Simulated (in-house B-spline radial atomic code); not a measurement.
**Hg⁵¹⁺: starting-point dependence of G0W0 and RPA**

Question: which mean-field start gives which removal energy for Hg⁵¹⁺, before and after G0W0?

Method: RPA, second order, AC-SOSEX and G0W0 (contour deformation) on a non-relativistic mean field, all electrons; no spin-orbit coupling, Breit or QED terms. Code: an in-house B-spline radial atomic code, version 1.

### 1 What is computed

```
element               : mercury (Z = 80)
charge                : +51
electrons             : 29
configuration         : [Ar] 3d10 4s1
next ion, run as well : [Ar] 3d10
Hamiltonian           : non-relativistic, point nucleus
starts                : Hartree-Fock, PBE, BLYP, SCAN, PBE0
```

Outer shells as boxes (Hund's rule):

Hg51+
```
[Ar] core
3d [↑↓][↑↓][↑↓][↑↓][↑↓]
4s [↑ ]
```

### 2 Run with the Hartree-Fock start

Settings, as recorded:

```ini
Z = 80
electrons = 29.0
configuration = [Ar] 3d10 4s1
hamiltonian = nr
method = hf
lmax = 9
spin_polarised = True
box_radius = 2.07
intervals = 47
```

Launch:

```bash
> python run_gw.py task.json out
```

task.json lists these runs, among others, and the program works through them in turn.

The runs that follow: Run with the PBE start; Run with the BLYP start; Run with the SCAN start; Run with the PBE0 start.

What does the calculation give? Wanted: highest level, mean field; highest level, G0W0; RPA correlation energy; RPA+SOSEX.

The runs gave:

| quantity | value |
| --- | --- |
| highest level, mean field (range over the runs) | -2835.30 to -2814.69 eV |
| highest level, G0W0 (range over the runs) | -2839.64 to -2838.87 eV |
| RPA correlation energy | -2.319 to -2.247 hartree |
| RPA+SOSEX | -1.6154 to -1.5756 hartree |
| semi-empirical ionisation energy (4s shell) | 3049.9 ± 2 eV (NIST Atomic Spectra Database, ionization energies) |
| G0W0 removal energy less that value | -211 to -210 eV |

In words: The starts spread the highest level over 20.6 eV; after G0W0 0.78 eV remain, 3.8 % of that. Semilocal starts leave the level too high; G0W0 lowers it by 24 to 25 eV. The RPA energy is largest in size on BLYP and smallest on Hartree-Fock, 3.1 % apart; over the runs it loosely follows the gap of the start, as smaller excitation energies give more correlation. All runs miss the semi-empirical ionisation energy, 3049.9 ± 2 eV, by about -210 eV (-6.9 %), far more than they differ among themselves. Relativity, left out here, binds an s electron more tightly: it works in the direction of closing this gap. Read as a removal energy, the bare PBE level is off by -235 eV (-7.7 %) and the nearest bare level, Hartree-Fock's, by -215 eV. As differences of total energies the mean miss over the starts is 210 eV for mean field, 212 eV for RPA, 213 eV for RPA+SOSEX. For so heavy an element the non-relativistic levels are a model, not the real atom's.
